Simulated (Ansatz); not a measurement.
# HfN: the cost of one run

Program: the Python package of Ansatz 0.2.0. Level of theory: DFT PBEsol, plane waves, PAW. These are calculated values, not measurements.

**1. Starting point**

It takes space group P6_3/mmc (No. 194, hexagonal). Conventional cell: a = 3.134 Å, b = 3.134 Å, c = 5.417 Å, α = 90.00°, β = 90.00°, γ = 120.00°. Around Hf (site symmetry -6m2) lie 6 N at 2.26 Å. N (site symmetry -3m) is surrounded by 6 Hf at 2.26 Å.

The script holds or builds the structure itself.

**2. Script**

Input file hfn_ecut.py:

```python
"""Convergence of HfN with the plane-wave cutoff."""

import warnings

import ansatz
import pandas as pd

warnings.simplefilter("ignore", ansatz.DeckWarning)

structure = (
    ansatz.Lattice.from_parameters(3.133908, 3.133908, 5.416768, alpha=90.0, beta=90.0, gamma=120.0)
    .atom("Hf", (2 / 3, 1 / 3, 0.75))
    .atom("Hf", (1 / 3, 2 / 3, 0.25))
    .atom("N", (0.0, 0.0, 0.0))
    .atom("N", (0.0, 0.0, 0.5))
)

base = (
    structure.calculation()
    .kpoints(8, 8, 4)
    .occupations("Methfessel-Paxton", width=0.05)  # smearing steadies the SCF of a metal
    .functional("PBEsol")
)

rows = []
for value in [250, 300, 350, 400, 450, 500]:
    r = base.basis(value).run(threads=1, pin="off").report
    rows.append((value, r["free_energy_ev"] / len(r["lattice"]["sites"]), r["n_iterations"], r["n_pw"]))

table = pd.DataFrame(rows, columns=["cutoff (eV)", "F/atom (eV)", "iterations", "plane waves"])
print(table.round(5).to_string(index=False))

# the last row is the reference
for row in rows[:-1]:
    shift = 1000 * (row[1] - rows[-1][1])
    print(f"{row[0]}: {shift:+.2f} meV/atom" + ("  (within 2 meV)" if abs(shift) < 2 else ""))
```

**3. The calls as engine input**

The engine receives this input (first run):

```yaml
crystal:
  lattice:
    a: 3.133908
    b: 3.133908
    c: 5.416768
    alpha: 90.0
    beta: 90.0
    gamma: 120.0
  atoms:
    - { symbol: Hf, position: [0.6666666666666666, 0.3333333333333333, 0.75] }
    - { symbol: Hf, position: [0.3333333333333333, 0.6666666666666666, 0.25] }
    - { symbol: "N", position: [0.0, 0.0, 0.0] }
    - { symbol: "N", position: [0.0, 0.0, 0.5] }
basis:
  ecutwfc: 250.0
kpoints:
  mp_grid:
    grid: [8, 8, 4]
hamiltonian:
  xc: pbesol
scf:
  occupations:
    method: methfessel_paxton
    width: 0.05
```

**4. The run**

Launch:

```bash
> python hfn_ecut.py
```

**Question.** How long does this script take on 1 thread of Arm Neoverse V1, shared host, and how much memory does it need?

About 14 s, with a peak of 0.46 GiB.
